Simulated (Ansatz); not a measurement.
# C₂H₇AlOSi: a ladder of functionals and wavefunction methods

An exercise on one series of results from a longer session: the logs are not shown, and one member is left open.

Computed with Ansatz 0.2.0, Gaussian basis. Level: functionals in def2-TZVPP, the program's frozen cores in correlated methods.

The runs, in order: LDA (SPW92), PBE-D4, revPBE-D4, BLYP-D4, r2SCAN-D4, B97M-V, PBE0-D4, B3LYP-D4, r2SCANh-D4, r2SCAN0-D4, HSE06-D4, BHLYP-D4, CAM-B3LYP-D4, LC-ωPBE, ωB97X-V, ωB97M-V, B2PLYP, PBE-QIDH; CCSD(T)/def2-SVP; CCSD(T)/def2-TZVPP; MP2/def2-QZVPP; extrapolation to the limit; RPA on PBE.

## Structure used throughout

An earlier PBE0-D4 in a triple-zeta def2 set relaxation fixed the geometry.

12 atoms, charge 0, spin multiplicity 1.

Atoms are counted from 1 here; the program's logs count them from 0.

Bond lengths: C1–O2 1.432 Å, C1–Al5 1.992 Å, C1–H6 1.094 Å, C1–H7 1.102 Å, O2–C3 1.420 Å, C3–Si4 1.927 Å, C3–H8 1.101 Å, C3–H9 1.092 Å, Si4–Al5 2.423 Å, Si4–H10 1.492 Å, Si4–H11 1.490 Å, Al5–H12 1.587 Å. Angles: O2–C1–Al5 105.0°, O2–C1–H6 105.9°, O2–C1–H7 110.2°, Al5–C1–H6 114.1°, Al5–C1–H7 114.9°, H6–C1–H7 106.4°, C1–O2–C3 113.5°, O2–C3–Si4 109.6°, O2–C3–H8 110.7°, O2–C3–H9 106.2°, Si4–C3–H8 110.9°, Si4–C3–H9 112.1°, H8–C3–H9 107.3°, C3–Si4–Al5 87.5°, C3–Si4–H10 112.1°, C3–Si4–H11 109.6°, Al5–Si4–H10 118.9°, Al5–Si4–H11 118.9° and more.

The first run:

File in.yaml:

```yaml
crystal:
  periodic: [false, false, false]
  atoms:
    - {symbol: C, position_ang: [-0.914463, 1.003780, 0.794453]}
    - {symbol: O, position_ang: [-0.904480, -0.415584, 0.980476]}
    - {symbol: C, position_ang: [0.364989, -1.008365, 0.747773]}
    - {symbol: Si, position_ang: [0.831335, -0.828868, -1.113521]}
    - {symbol: Al, position_ang: [-0.363938, 1.278883, -1.100068]}
    - {symbol: H, position_ang: [-1.935974, 1.327872, 1.013693]}
    - {symbol: H, position_ang: [-0.266561, 1.490334, 1.542066]}
    - {symbol: H, position_ang: [1.131955, -0.549221, 1.390276]}
    - {symbol: H, position_ang: [0.272087, -2.054047, 1.048309]}
    - {symbol: H, position_ang: [2.308052, -0.817729, -1.323159]}
    - {symbol: H, position_ang: [0.265111, -1.972816, -1.882242]}
    - {symbol: H, position_ang: [-0.711314, 2.490662, -2.064155]}
basis:
  gaussian: {orbitals: def2-TZVPP}
hamiltonian: {xc: lda}
output: {orbitals: {seedname: orbitals}}
```

Steps of the session up to this table: LDA; PBE-D4 (GGA); revPBE-D4 (GGA); BLYP-D4 (GGA); r2SCAN-D4 (meta-GGA); B97M-V (meta-GGA); PBE0-D4 (hybrid); B3LYP-D4 (hybrid); r2SCANh-D4 (hybrid); r2SCAN0-D4 (hybrid); HSE06-D4 (hybrid); BHLYP-D4 (hybrid); CAM-B3LYP-D4 (range-separated); LC-ωPBE (range-separated); ωB97X-V (range-separated); ωB97M-V (range-separated); B2PLYP (double hybrid); PBE-QIDH (double hybrid).

One of the session's tables, all rows but one given; the rest of the session is left out.

It belongs to the step «Frontier levels by functional». 

| functional | HOMO (eV) | LUMO (eV) | gap (eV) |
| --- | --- | --- | --- |
| LDA (SPW92) | -5.18 | -2.82 | 2.36 |
| PBE-D4 | -5.04 | -2.60 | 2.44 |
| revPBE-D4 | -4.98 | -2.50 | 2.48 |
| BLYP-D4 | -4.90 | -2.47 | 2.43 |
| r2SCAN-D4 | -5.23 | -2.37 | 2.87 |
| B97M-V | -5.35 | -2.55 | 2.79 |
| PBE0-D4 | -6.23 | -1.84 | 4.39 |
| B3LYP-D4 | -6.02 | -2.03 | 3.99 |
| r2SCANh-D4 | -5.69 | -2.10 | 3.59 |
| r2SCAN0-D4 | -6.37 | -1.72 | 4.65 |
| HSE06-D4 | -5.84 | -2.21 | 3.62 |
| BHLYP-D4 | -7.31 | -1.05 | 6.26 |
| CAM-B3LYP-D4 | ? | ? | ? |
| LC-ωPBE | -8.77 | 0.18 | 8.95 |
| ωB97X-V | -8.47 | 0.06 | 8.52 |
| ωB97M-V | -8.34 | -0.22 | 8.12 |

Q: Estimate the row for CAM-B3LYP-D4 from the others.

**Answer.** HOMO (eV): -7.50; LUMO (eV): -0.89; gap (eV): 6.62. In the column «HOMO (eV)» it lies between ωB97M-V (-8.34) and BHLYP-D4 (-7.31).
